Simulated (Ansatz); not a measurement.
# Be3N2, space group P-3m1: a convergence test of the plane-wave cutoff

Program: the Ansatz DFT code, driven from Python.

Contents of `be3n2.extxyz`:
```text
5
Lattice="2.81777771 0.0 0.0 -1.40888886 2.44026708 0.0 0.0 0.0 4.667022" Properties=species:S:1:pos:R:3 pbc="T T T"
Be    0.00000000    0.00000000    0.00000000
Be    1.40888887    0.81342235    3.03185150
Be   -0.00000001    1.62684473    1.63517050
N    -0.00000001    1.62684473    3.48653612
N     1.40888887    0.81342235    1.18048588
```

The cells in order, each with its output:

**Cell 1**
```python
import ansatz
```

**Cell 2**
```python
xtal = ansatz.Crystal.from_extxyz('be3n2.extxyz')
```

**Cell 3**
```python
calc = xtal.calculation()
calc = calc.occupations('fixed')
calc = calc.functional('pbesol')
calc = calc.kpoints(4, 4, 2).eigensolver('davidson', mixed_precision=False)
calc = calc.scf(tolerance=1e-08, max_iterations=200, extra_bands=12, lower_state_search='standard')
calc = calc.band_table()
```

**Cell 4**
```python
rows = []
for value in [250, 325, 400, 475, 550]:
    r = calc.basis(value).run(threads=1).report
    rows.append((value, r['free_energy_ev'] / len(r['lattice']['sites']), r['n_iterations'], r['gap_by_band_count_ev'], r['n_pw']))

print(' cutoff (eV)   F/atom (eV)    iterations  gap by band count (eV)   plane waves')
for row in rows:
    print(f'{str(row[0]):>12s}  {row[1]:12.5f}  {row[2]:12d}  {row[3]:22.3f}  {row[4]:12d}')
```
Output:
```text
DeckWarning: basis.ecutwfc = 250 eV is below the records' recommended 420 eV, and the density's cutoff is lower with it unless basis.ecutrho_ratio is high enough to keep the records' density cutoff: compare with a run at a higher cutoff
DeckWarning: basis.ecutwfc = 325 eV is below the records' recommended 420 eV, and the density's cutoff is lower with it unless basis.ecutrho_ratio is high enough to keep the records' density cutoff: compare with a run at a higher cutoff
DeckWarning: basis.ecutwfc = 400 eV is below the records' recommended 420 eV, and the density's cutoff is lower with it unless basis.ecutrho_ratio is high enough to keep the records' density cutoff: compare with a run at a higher cutoff
 cutoff (eV)   F/atom (eV)    iterations  gap by band count (eV)   plane waves
         250    -206.15570             7                   4.157           301
         325    -206.49906             7                   4.199           403
         400    -206.55184             7                   4.218           585
         475    -206.55580             7                   4.217           725
         550    -206.55590             7                   4.217           953
```

**Cell 5**
```python
# differences from the last row
for row in rows[:-1]:
    shift = 1000 * (row[1] - rows[-1][1])
    print(f'{row[0]}: {shift:+.2f} meV/atom' + ('  (within 2 meV)' if abs(shift) < 2 else ''))
```
Output:
```text
250: +400.20 meV/atom
325: +56.84 meV/atom
400: +4.06 meV/atom
475: +0.10 meV/atom  (within 2 meV)
```

From 475 eV on it stays within 2 meV an atom of the value at 550 eV; the first row (250 eV) is off by 400.2 meV and the last but one by 0.10 meV. The energy falls steadily, as expected when plane waves are added.

Semilocal gaps usually lie well under measured ones. Energy and stress may still move on a finer k-point mesh. The structure comes from a database of computed cells and needn't be a stable or known phase. Gaps and levels are Kohn-Sham values on a finite set of k-points. Warnings are shown shortened and without file and line. Shifts are counted from the last row, which is itself no proven limit. Finished in 2.4 s on 1 thread of Arm Neoverse V2 (shared host), peak memory 0.3 GiB.

(Lines on the test bed's own set-up are left out of the output.)
